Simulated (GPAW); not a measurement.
Write an ASE script for GPAW 26.7.0 that does the following.

| Quantity | Value |
| --- | --- |
| Task | equation of state |
| Functional | LDA |
| Potentials or basis | the program's PAW data sets (release 1.2.1) made for this functional |
| Cutoff | 600 eV |
| Basis | pw |
| k mesh | 7 × 7 × 7 |
| Occupations | fermi-dirac, width 0.05 eV |
| Spin | no spin polarisation |
| Maxiter | 150 |
| Eos scales | [0.94, 0.96, 0.98, 1.0, 1.02, 1.04, 1.06] |

Crystal: Al3Ag.

```xyz
4
Lattice="4.0815 0.0000 0.0000 0.0000 4.0815 0.0000 0.0000 0.0000 4.0815" Properties=species:S:1:pos:R:3 pbc="T T T"
Ag    0.0000    0.0000    0.0000
Al    2.0408    2.0408    0.0000
Al    2.0408    0.0000    2.0408
Al    0.0000    2.0408    2.0408
```

The cell comes from a database or a generator and needn't be the stable form of this composition.

These files were run (other wordings do the same):

run.py

```python
from ase import Atoms
from ase.eos import EquationOfState
from ase.io import Trajectory
from ase.units import GPa
from gpaw import GPAW, PW

atoms = Atoms(['Ag', 'Al', 'Al', 'Al'],
              cell=[[4.081513, 0.0, 0.0],
                    [0.0, 4.081513, 0.0],
                    [0.0, 0.0, 4.081513]],
              scaled_positions=[[0.0, 0.0, 0.0],
                                [0.5, 0.5, 0.0],
                                [0.5, 0.0, 0.5],
                                [0.0, 0.5, 0.5]],
              pbc=True)

traj = Trajectory('eos.traj', 'w')
volumes, energies = [], []
for x in [0.94, 0.96, 0.98, 1.0, 1.02, 1.04, 1.06]:
    a = atoms.copy()
    a.set_cell(atoms.cell * x**(1 / 3), scale_atoms=True)
    calc = GPAW(mode=PW(600),
                xc='LDA',
                kpts={'size': (7, 7, 7), 'gamma': True},
                occupations={'name': 'fermi-dirac', 'width': 0.05},
                nbands=26,
                convergence={'density': 1e-05, 'energy': 1e-05},
                maxiter=150,
                txt=f'eos-{x:.2f}.txt')
    a.calc = calc
    energies.append(a.get_potential_energy(force_consistent=True))
    volumes.append(a.get_volume())
    p = -a.get_stress()[:3].mean() / GPa
    calc.write(f'eos-{x:.2f}.gpw')
    traj.write(a)
    print(f'{x:.2f} {volumes[-1]:10.4f} A^3 {energies[-1]:14.6f} eV {p:9.3f} GPa', flush=True)

v0, e0, B = EquationOfState(volumes, energies, eos='birchmurnaghan').fit()
print(f'V0 = {v0:.4f} A^3, E0 = {e0:.6f} eV, B0 = {B / GPa:.2f} GPa')
```

Potentials or basis: the program's PAW data sets (release 1.2.1) made for this functional, pw.

Command:

```console
$ OMP_NUM_THREADS=1 python run.py
```

Results of the run:

```json
{"Equilibrium volume": "15.97 Å³/atom (rough: see the caveat)", "Bulk modulus": "99 GPa (rough)"}
```

Caveat: the minimum lies outside the volumes run.

Run time: 2.1 min on 1 thread of Arm Neoverse V2, on a shared host, peak memory 0.24 GiB.
